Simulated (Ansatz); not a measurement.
# BaAlSi: the cost of one run

Method: DFT PBEsol, scalar-relativistic, plane waves, PAW, in Ansatz 0.2.0.

1 further run of the same task is left out (set aside as unsound or not needed).

## Step 1: Starting point

The structure is hexagonal, space group P-6m2 (No. 187). Conventional cell: a = 4.318 Å, b = 4.318 Å, c = 5.167 Å, α = 90.00°, β = 90.00°, γ = 120.00°. Ba (site symmetry -6m2) is surrounded by 6 Al at 3.59 Å and 6 Si at 3.59 Å. Al (site symmetry -6m2) is surrounded by 3 Si at 2.49 Å. Around Si (site symmetry -6m2) lie 3 Al at 2.49 Å and 6 Ba at 3.59 Å.

Coordinates:

```xyz
3
Lattice="4.3185 0.0000 0.0000 -2.1592 3.7399 0.0000 0.0000 0.0000 5.1672" Properties=species:S:1:pos:R:3 pbc="T T T"
Ba    0.0000    0.0000    0.0000
Al    2.1592    1.2466    2.5836
Si    0.0000    2.4933    2.5836
```

It goes back to an entry of the Materials Project, which need not be the stable form.

This cell was relaxed beforehand with the same method: volume 27.82 Å³/atom, gap on the mesh none (metal).

## Step 2: The cell under PBEsol

input.yaml

```yaml
crystal:
  lattice:
    - [4.3184970061, 0.0, 0.0]
    - [-2.1592485031, 3.7399281135, 0.0]
    - [0.0, 0.0, 5.1671885968]
  atoms:
    - { symbol: Ba, position: [0.0, 0.0, 0.0] }
    - { symbol: Al, position: [0.6666666667, 0.3333333333, 0.5] }
    - { symbol: Si, position: [0.3333333333, 0.6666666667, 0.5] }
basis:
  ecutwfc: 420
kpoints:
  mp_grid: { grid: [12, 12, 8] }
hamiltonian:
  xc: pbesol
scf:
  occupations: { method: gaussian, width: 0.1 }
output:
  forces: true
  stress: true
  eigenvalues: true
relax:
  adjacent_minimum: "off"
  f_tol: 0.005
  max_steps: 50
  cell: { stress_tol: 0.05 }
```

On the command line:

```console
$ ansatz run input.yaml --threads 1 --pin off --max-ram 2560MiB --backend cpu --events-out ev --progress --plain --runs-dir out
```

**Question.** How long does this run take on 1 thread of AMD EPYC (Zen 3), shared host, and how much memory does it need?

About 1.8 min, with a peak of 0.48 GiB.
